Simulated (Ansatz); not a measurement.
# LaPtSi: how the settings move a calculation

How sensitive is a calculation of LaPtSi to its settings? A reference run comes first, then one run with altered input.

Program: Ansatz 0.2.0. Level of theory: reference: DFT r2SCAN, scalar-relativistic, plane waves, PAW. These are calculated values, not measurements.

## 1. The system as given

Symmetry: I4_1md, No. 109, tetragonal system. The conventional cell has a = 4.284 Å, b = 4.284 Å, c = 14.660 Å, α = 90.00°, β = 90.00°, γ = 90.00°. La (site symmetry 2mm) is surrounded by 6 Pt at 3.20 to 3.29 Å and 6 Si at 3.25 to 3.28 Å. Pt (site symmetry 2mm) is surrounded by 3 Si at 2.46 Å. Si (site symmetry 2mm) has 3 Pt at 2.46 Å and 6 La at 3.25 to 3.28 Å in its first shell of neighbours.

Structure file:

```cif
data_structure
_symmetry_space_group_name_H-M 'I4_1md'
_symmetry_Int_Tables_number 109
_cell_length_a 4.2839
_cell_length_b 4.2839
_cell_length_c 14.6598
_cell_angle_alpha 90.000
_cell_angle_beta 90.000
_cell_angle_gamma 90.000
_cell_volume 269.04
loop_
_atom_site_label
_atom_site_type_symbol
_atom_site_symmetry_multiplicity
_atom_site_Wyckoff_symbol
_atom_site_fract_x
_atom_site_fract_y
_atom_site_fract_z
_atom_site_occupancy
La1 La 4 a 0.00000 0.00000 0.82996 1
Pt1 Pt 4 a 0.50000 0.50000 0.91741 1
Si1 Si 4 a 0.00000 0.00000 0.24963 1
```

## 2. Baseline

Contents of input.yaml:

```yaml
crystal:
  lattice:
    - [-2.14195504, 2.14195504, 7.3299094]
    - [2.14195504, -2.14195504, 7.3299094]
    - [2.14195504, 2.14195504, -7.3299094]
  atoms:
    - { symbol: La, position: [0.07996413, 0.07996413, 0.0] }
    - { symbol: La, position: [0.82996413, 0.32996413, 0.5] }
    - { symbol: Pt, position: [0.66740911, 0.66740911, 0.0] }
    - { symbol: Pt, position: [0.41740911, 0.91740911, 0.5] }
    - { symbol: Si, position: [0.49962576, 0.49962576, 0.0] }
    - { symbol: Si, position: [0.24962576, 0.74962576, 0.5] }
basis:
  ecutwfc: 500
kpoints:
  mp_grid: { grid: [10, 10, 10] }
hamiltonian:
  xc: r2scan
scf:
  occupations: { method: gaussian, width: 0.05 }
output:
  forces: true
  stress: true
  eigenvalues: true
  write_density: true
  write_potential: true
  elf: true
  volumetric_format: npy
relax:
  adjacent_minimum: "off"
  f_tol: 0.005
  max_steps: 80
  cell: { stress_tol: 0.05 }
```

Started as:

```
$ ansatz run input.yaml --threads 8 --pin off --max-ram 14336MiB --backend cpu --events-out ev --progress --plain --runs-dir out
```

## 3. Changed: ecutwfc 450 eV, scf.algorithm direct_min

Contents of input.yaml:

```yaml
crystal:
  lattice:
    - [-2.1376213992, 2.1376213992, 7.2994421995]
    - [2.1376213992, -2.1376213992, 7.2994421995]
    - [2.1376213992, 2.1376213992, -7.2994421995]
  atoms:
    - { symbol: La, position: [0.0795138123, 0.0795138123, 0.0] }
    - { symbol: La, position: [0.8295138123, 0.3295138123, 0.5] }
    - { symbol: Pt, position: [0.6677316693, 0.6677316693, 0.0] }
    - { symbol: Pt, position: [0.4177316693, 0.9177316693, 0.5] }
    - { symbol: Si, position: [0.4997535184, 0.4997535184, 0.0] }
    - { symbol: Si, position: [0.2497535184, 0.7497535184, 0.5] }
basis:
  ecutwfc: "450 eV"
kpoints:
  mp_grid: { grid: [10, 10, 10] }
hamiltonian:
  xc: r2scan
scf:
  occupations: { method: gaussian, width: 0.05 }
  algorithm: direct_min
output:
  forces: true
  eigenvalues: true
  stress: true
```

Before running it: what results should come out? Wanted: for each run, ending; energy change; pressure; gap; force.

The runs gave:

| run | ending | energy change | pressure (GPa) | gap (eV) | force (eV/Å) | cycles | time |
| --- | --- | --- | --- | --- | --- | --- | --- |
| reference | converged | 0 | 0.0 | 0.00 | 0.00 | - | 30 s |
| 1: ecutwfc 450 eV, scf.algorithm direct_min | converged | +1.0 meV/atom | 0.0 | 0.00 | 0.00 | 7 | 19 s |

Times don't compare one to one where runs were asked for different outputs or read a saved state (see the inputs); cycles may leave out searches for a lower state.

What this shows: Changing the cutoff and solver moves the energy by +1.0 meV/atom. The log warns that the cutoff is under what these potentials recommend, so the shift is basis error. Run 1 ran under the cutoff that the potentials recommend, as the log warns, so basis error is mixed into its values.
